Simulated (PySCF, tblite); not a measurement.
# C₅H₁₁B₂ radical: geometry, infrared bands and EPR parameters

Aim: predict the infrared bands and EPR parameters of C₅H₁₁B₂ radical (`CB[CH]BC1CC1`).

The runs use tblite 0.8.0 and PySCF 2.14.0, with density-fitted response routines of our own; the level of theory stands in each step. All values are computed, except where a source is named. Atoms are numbered from 0 throughout.

**1. The molecule as given**

18 atoms, charge 0, multiplicity 2; geometry from: force field or distance geometry start.

Bonds of the start (Å): C0–B1 1.56, B1–C2 1.59, C2–B3 1.60, B3–C4 1.57, C4–C5 1.52, C5–C6 1.52, C6–C4 1.49, C0–H7 1.11, C0–H8 1.12, C0–H9 1.09, B1–H10 1.18, C2–H11 1.11, B3–H12 1.18, C4–H13 1.11, C5–H14 1.12, C5–H15 1.09, C6–H16 1.11, C6–H17 1.10.

**2. Relaxing the molecule with GFN2-xTB**

What the job is given:

```
{"job": {"kind": "relax", "xc": "GFN2-xTB", "basis": "xTB"}, "charge": 0, "multiplicity": 2}
C     -3.002900     0.229100     0.112200
B     -2.066300    -0.997600     0.328800
C     -0.578500    -0.733400     0.807800
B     -0.009000     0.600300     0.123400
C      1.428000     0.470600    -0.497100
C      2.261900    -0.607900     0.167500
C      2.654000     0.859900     0.264300
H     -4.040000    -0.144800     0.032400
H     -2.909500     0.899300     1.005300
H     -2.794900     0.784300    -0.808400
H     -2.503300    -2.087000     0.460100
H      0.026900    -1.603200     0.469600
H     -0.812000     1.376000    -0.268500
H      1.520500     0.621000    -1.593600
H      1.880200    -0.991800     1.146800
H      2.928200    -1.224100    -0.434200
H      3.559400     1.147900    -0.317700
H      2.448500     1.407700     1.195200
```

Started as:

```bash
> OMP_NUM_THREADS=1 python probes_run.py task.json out
```

One launch serves the whole session: the jobs run in the order shown.

**Question.** This job is followed by: GFN2-xTB harmonic vibrations, gas phase; UKS B3LYP, pcH-1 on B C H, non-relativistic, mean-field spin-orbit, GIAO. Predict these results of the whole session: strongest single infrared mode (GFN2-xTB); zero-point energy (GFN2-xTB); g(iso) (B3LYP); ⟨S²⟩; largest a(iso) (averaged by class); potential on the surface of density 0.002 e/bohr³, 1st and 99th percentile.

As calculated:

| quantity | value |
| --- | --- |
| strongest single infrared mode (GFN2-xTB) | 2551 cm⁻¹, 140 km/mol |
| zero-point energy (GFN2-xTB) | 91.6 kcal/mol |
| g(iso) (B3LYP) | 2.00264 |
| ⟨S²⟩ | 0.753 (exact 0.75) |
| largest a(iso) (averaged by class) | 13C on C2, 46.7 MHz |
| potential on the surface of density 0.002 e/bohr³, 1st and 99th percentile | -0.35 V and 0.90 V |

In words: Relaxing lowered the energy by 1.487 eV in 164 steps; the close pair that moved most is C2–B3, from 1.604 to 1.517 Å. All 48 modes are real, so the xTB geometry is a minimum. The strongest single mode, at 2551 cm⁻¹, moves mainly H10. Unscaled tight-binding wavenumbers are off by several per cent, some by more. Its intensities can rank the bands wrongly. C2 carries the largest spin population, 0.79 e. The isotropic g lies 0.3 ppt above the free-electron value. These values are for one conformer; the search (at its own cheap level) found 2 more, at 0.48, 0.80 kcal/mol, and measured spectra average over such forms.
